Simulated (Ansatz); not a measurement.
# CH4BClO: a ladder of functionals and wavefunction methods

One table from this session's results is given with a row withheld; the runs are named, their logs left out.

Computed with Ansatz 0.2.0, Gaussian basis. Level: functionals in def2-TZVPP, the program's frozen cores in correlated methods.

The runs, in order: LDA (SPW92), PBE-D4, revPBE-D4, BLYP-D4, r2SCAN-D4, B97M-V, PBE0-D4, B3LYP-D4, r2SCANh-D4, r2SCAN0-D4, HSE06-D4, BHLYP-D4, CAM-B3LYP-D4, LC-ωPBE, ωB97X-V, ωB97M-V, B2PLYP, PBE-QIDH; CCSD(T)/def2-SVP; CCSD(T)/def2-TZVPP; MP2/def2-QZVPP; extrapolation to the limit; RPA on PBE.

## Structure used throughout

The geometry comes from an earlier relaxation with PBE0-D4 in a triple-zeta def2 set; it is a stationary point, not always the lowest conformer.

8 atoms, charge 0, spin multiplicity 1.

Atoms are counted from 1 here; the program's logs count them from 0.

Bond lengths: O1–B2 1.340 Å, O1–H5 0.969 Å, B2–C3 1.576 Å, B2–H6 1.198 Å, C3–Cl4 1.791 Å, C3–H7 1.092 Å, C3–H8 1.092 Å. Angles: B2–O1–H5 111.2°, O1–B2–C3 122.2°, O1–B2–H6 118.2°, C3–B2–H6 119.5°, B2–C3–Cl4 112.6°, B2–C3–H7 111.2°, B2–C3–H8 111.2°, Cl4–C3–H7 107.3°, Cl4–C3–H8 107.3°, H7–C3–H8 106.9°.

Geometry (Å):

```
O    -0.6179    1.5238   -0.4322
B     0.0851    0.7440    0.4005
C     0.2897   -0.7962    0.1376
Cl   -0.5114   -1.3513   -1.3648
H    -0.9619    1.0151   -1.1818
H     0.5695    1.2465    1.3742
H    -0.1110   -1.3941    0.9594
H     1.3500   -1.0449    0.0514
```

The first run:

in.yaml

```yaml
crystal:
  periodic: [false, false, false]
  atoms:
    - {symbol: O, position_ang: [-0.617917, 1.523757, -0.432170]}
    - {symbol: B, position_ang: [0.085071, 0.744029, 0.400478]}
    - {symbol: C, position_ang: [0.289699, -0.796218, 0.137604]}
    - {symbol: Cl, position_ang: [-0.511388, -1.351313, -1.364810]}
    - {symbol: H, position_ang: [-0.961851, 1.015136, -1.181783]}
    - {symbol: H, position_ang: [0.569518, 1.246542, 1.374162]}
    - {symbol: H, position_ang: [-0.111002, -1.394114, 0.959432]}
    - {symbol: H, position_ang: [1.349970, -1.044920, 0.051387]}
basis:
  gaussian: {orbitals: def2-TZVPP}
hamiltonian: {xc: lda}
output: {orbitals: {seedname: orbitals}}
```

Run with:

```sh
$ ansatz run in.yaml --threads 2 --pin off --events-out ev --progress --plain --max-ram 4352MiB
```

Steps of the session up to this table: LDA; PBE-D4 (GGA); revPBE-D4 (GGA); BLYP-D4 (GGA); r2SCAN-D4 (meta-GGA); B97M-V (meta-GGA); B3LYP-D4 (hybrid); r2SCANh-D4 (hybrid); r2SCAN0-D4 (hybrid); HSE06-D4 (hybrid); BHLYP-D4 (hybrid); CAM-B3LYP-D4 (range-separated); LC-ωPBE (range-separated); ωB97X-V (range-separated); ωB97M-V (range-separated); B2PLYP (double hybrid); PBE-QIDH (double hybrid).

One of the session's tables, all rows but one given; the rest of the session is left out.

It belongs to the step «Orbital energies across the functionals». 

| functional | HOMO (eV) | gap (eV) |
| --- | --- | --- |
| LDA (SPW92) | -7.28 | 5.79 |
| PBE-D4 | -7.15 | 5.93 |
| revPBE-D4 | -7.09 | 5.98 |
| BLYP-D4 | -7.03 | 5.94 |
| r2SCAN-D4 | ? | ? |
| B97M-V | -7.56 | 6.69 |
| PBE0-D4 | -8.55 | 8.35 |
| B3LYP-D4 | -8.32 | 7.87 |
| r2SCANh-D4 | -7.97 | 7.49 |
| r2SCAN0-D4 | -8.75 | 8.78 |
| HSE06-D4 | -8.14 | 7.56 |
| BHLYP-D4 | -9.86 | 10.68 |
| CAM-B3LYP-D4 | -9.98 | 10.87 |
| LC-ωPBE | -11.37 | 13.51 |
| ωB97X-V | -11.00 | 13.02 |
| ωB97M-V | -10.84 | 12.59 |

**Question.** Estimate the row for r2SCAN-D4.

Worked estimate for «HOMO (eV)». Against the share of exact exchange, r2SCANh-D4 (0.1, -7.97), r2SCAN0-D4 (0.25, -8.75) give a slope of -5.20 per unit share; at 0 the line stands at -7.45.

The run gave: HOMO (eV): -7.45; gap (eV): 6.61. In «HOMO (eV)» the line misses by 0.00.
